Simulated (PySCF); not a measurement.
# [Dy(NH2)4]−: other functionals and bases at one geometry

How far do other levels of theory move the description of [Dy(NH2)4]−, and what does each cost? It is a constructed species; whether it can be made isn't addressed.

Method: several levels, as the steps say, no spin–orbit coupling; program: PySCF 2.14.0.

3 further runs of the same task are left out: 2 for a known fault of the program, 1 set aside as unsound or not needed.

## 1. The system as given

13 atoms, charge -1, spin multiplicity 1.

Bond lengths: Dy1–N2 2.259 Å, Dy1–N5 2.259 Å, Dy1–N8 2.259 Å, Dy1–N11 2.259 Å, N2–H3 1.024 Å, N2–H4 1.022 Å, N5–H6 1.022 Å, N5–H7 1.024 Å, N8–H9 1.022 Å, N8–H10 1.024 Å, N11–H12 1.024 Å, N11–H13 1.022 Å. Angles: N2–Dy1–N5 111.8°, N2–Dy1–N8 105.0°, N2–Dy1–N11 111.8°, N5–Dy1–N8 111.8°, N5–Dy1–N11 105.0°, N8–Dy1–N11 111.8°, Dy1–N2–H3 122.8°, Dy1–N2–H4 132.1°, H3–N2–H4 105.0°, Dy1–N5–H6 132.1°, Dy1–N5–H7 122.8°, H6–N5–H7 105.0°, Dy1–N8–H9 132.1°, Dy1–N8–H10 122.8°, H9–N8–H10 105.0°, Dy1–N11–H12 122.8°, Dy1–N11–H13 132.1°, H12–N11–H13 105.0°.

As a file:

| atom | x (Å) | y (Å) | z (Å) |
| --- | --- | --- | --- |
| Dy1 | 0.0000 | 0.0000 | 0.0000 |
| N2 | 1.3754 | 1.3371 | 1.1926 |
| H3 | 2.2444 | 1.0013 | 1.6176 |
| H4 | 1.3415 | 2.3344 | 1.4116 |
| N5 | -1.3755 | -1.1926 | 1.3371 |
| H6 | -1.3412 | -1.4117 | 2.3345 |
| H7 | -2.2446 | -1.6175 | 1.0015 |
| N8 | 1.3754 | -1.3371 | -1.1926 |
| H9 | 1.3415 | -2.3344 | -1.4116 |
| H10 | 2.2444 | -1.0013 | -1.6176 |
| N11 | -1.3755 | 1.1926 | -1.3371 |
| H12 | -2.2446 | 1.6175 | -1.0015 |
| H13 | -1.3412 | 1.4117 | -2.3345 |

Formal oxidation states: Dy +3. Each metal's 9 4f electrons lie in its core potential, so multiplicities, spins and levels count the valence alone. An earlier session relaxed this geometry at r2SCAN, Dy lcecp-1-SVP with ECP55, N def2-SVP, H def2-SVP (singlet, point group S4).

At r2SCAN on the finer grid: E = -260.767201 Eh, HOMO -0.05 eV, LUMO 3.91 eV, Mulliken charge on Dy1 +0.58 e, largest force component 0.017 eV/Å. 

Levels to run: PBE0; wB97X; revPBE; CAM-B3LYP; r2SCAN, TZVP. Hardware: 2 threads of Arm Neoverse V1, shared host.

## 2. PBE0

run.py (the lines that set the calculation) reads:

```python
mol = gto.M(atom='''
Dy    -0.00004     0.00000     0.00000
N      1.37544     1.33706     1.19263
H      2.24444     1.00129     1.61758
H      1.34145     2.33445     1.41158
N     -1.37552    -1.19260     1.33709
H     -1.34116    -1.41166     2.33452
H     -2.24463    -1.61746     1.00152
N      1.37544    -1.33706    -1.19263
H      1.34145    -2.33445    -1.41158
H      2.24444    -1.00129    -1.61758
N     -1.37552     1.19260    -1.33709
H     -2.24463     1.61746    -1.00152
H     -1.34116     1.41166    -2.33452''',
    basis={'Dy': 'lcecp-1-SVP', 'N': 'def2-SVP', 'H': 'def2-SVP'},
    ecp={'Dy': 'lcecp-1-SVP'},
    charge=-1, spin=0)
mf = dft.RKS(mol, xc='PBE0')
mf.grids.atom_grid = (75, 302)  # f atoms: unpruned, at least (60, 302)
mf = mf.density_fit()  # fitting sets: Dy AutoAux, N def2-universal-JKFIT, H def2-universal-JKFIT
mf.conv_tol = 1e-08; mf.max_cycle = 55
mf.kernel(dm0)  # dm0: the density of the relaxed state
```

On the command line:

```console
$ OMP_NUM_THREADS=2 python run.py
```

## 3. wB97X

run.py (the lines that set the calculation): that of step 2 with these lines changed.

```diff
@@ -17,3 +17,3 @@
     charge=-1, spin=0)
-mf = dft.RKS(mol, xc='PBE0')
+mf = dft.RKS(mol, xc='WB97X')
 mf.grids.atom_grid = (75, 302)  # f atoms: unpruned, at least (60, 302)
```

## 4. revPBE

run.py (the lines that set the calculation): that of step 3 with these lines changed.

```diff
@@ -17,3 +17,3 @@
     charge=-1, spin=0)
-mf = dft.RKS(mol, xc='WB97X')
+mf = dft.RKS(mol, xc='PBE_R,PBE')
 mf.grids.atom_grid = (75, 302)  # f atoms: unpruned, at least (60, 302)
```

## 5. CAM-B3LYP

run.py (the lines that set the calculation): that of step 4 with these lines changed.

```diff
@@ -17,3 +17,3 @@
     charge=-1, spin=0)
-mf = dft.RKS(mol, xc='PBE_R,PBE')
+mf = dft.RKS(mol, xc='CAMB3LYP')
 mf.grids.atom_grid = (75, 302)  # f atoms: unpruned, at least (60, 302)
```

## 6. r2SCAN, TZVP

Basis: Dy lcecp-1-TZVP with ECP55, N def2-TZVP, H def2-TZVP. 

run.py (the lines that set the calculation): that of step 5 with these lines changed.

```diff
@@ -14,6 +14,6 @@
 H     -1.34116     1.41166    -2.33452''',
-    basis={'Dy': 'lcecp-1-SVP', 'N': 'def2-SVP', 'H': 'def2-SVP'},
-    ecp={'Dy': 'lcecp-1-SVP'},
+    basis={'Dy': 'lcecp-1-TZVP', 'N': 'def2-TZVP', 'H': 'def2-TZVP'},
+    ecp={'Dy': 'lcecp-1-TZVP'},
     charge=-1, spin=0)
-mf = dft.RKS(mol, xc='CAMB3LYP')
+mf = dft.RKS(mol, xc='R2SCAN')
 mf.grids.atom_grid = (75, 302)  # f atoms: unpruned, at least (60, 302)
@@ -21,2 +21,2 @@
 mf.conv_tol = 1e-08; mf.max_cycle = 55
-mf.kernel(dm0)  # dm0: the density of the relaxed state
+mf.kernel(dm0)  # dm0: free metal ions and neutral atoms
```

**Question.** What will these runs give? Wanted: for each run, HOMO; gap; charge on Dy1; dipole; largest force.

As calculated:

| level | state | HOMO (eV) | gap (eV) | charge on Dy1 (e) | dipole (D) | largest force (eV/Å) | basis functions | time |
| --- | --- | --- | --- | --- | --- | --- | --- | --- |
| r2SCAN (relaxed here) | singlet | -0.05 | 3.95 | 0.58 | 0.00 | 0.02 | 129 | 72 s |
| PBE0 | singlet | -1.14 | 5.15 | 0.63 | 0.00 | 0.09 | 129 | 9.2 s |
| wB97X | singlet | -3.65 | 9.14 | 0.60 | 0.00 | 0.15 | 129 | 12 s |
| revPBE | singlet | 0.31 | 3.16 | 0.43 | 0.00 | 0.34 | 129 | 9.6 s |
| CAM-B3LYP | singlet | -2.56 | 7.19 | 0.58 | 0.00 | 0.09 | 129 | 12 s |
| r2SCAN, TZVP | singlet | -0.37 | 4.05 | 1.45 | 0.00 | 0.33 | 219 | 63 s |

Times are on 2 threads of Arm Neoverse V1, shared host; the first row also made further properties. The dipole of a charged species depends on the origin, so these sizes hold for this origin alone.

In one basis the HOMO–LUMO gap runs from 3.16 eV (revPBE) to 9.14 eV (wB97X). The largest leftover force, 0.34 eV/Å with revPBE, stands at a geometry relaxed at another level. The Mulliken charge on Dy spans +0.43 to +1.45 e over the levels. With 4f in the core, its levels are missing from HOMO and gap. Total energies of different levels can't be compared. Spin–orbit coupling is left out throughout.
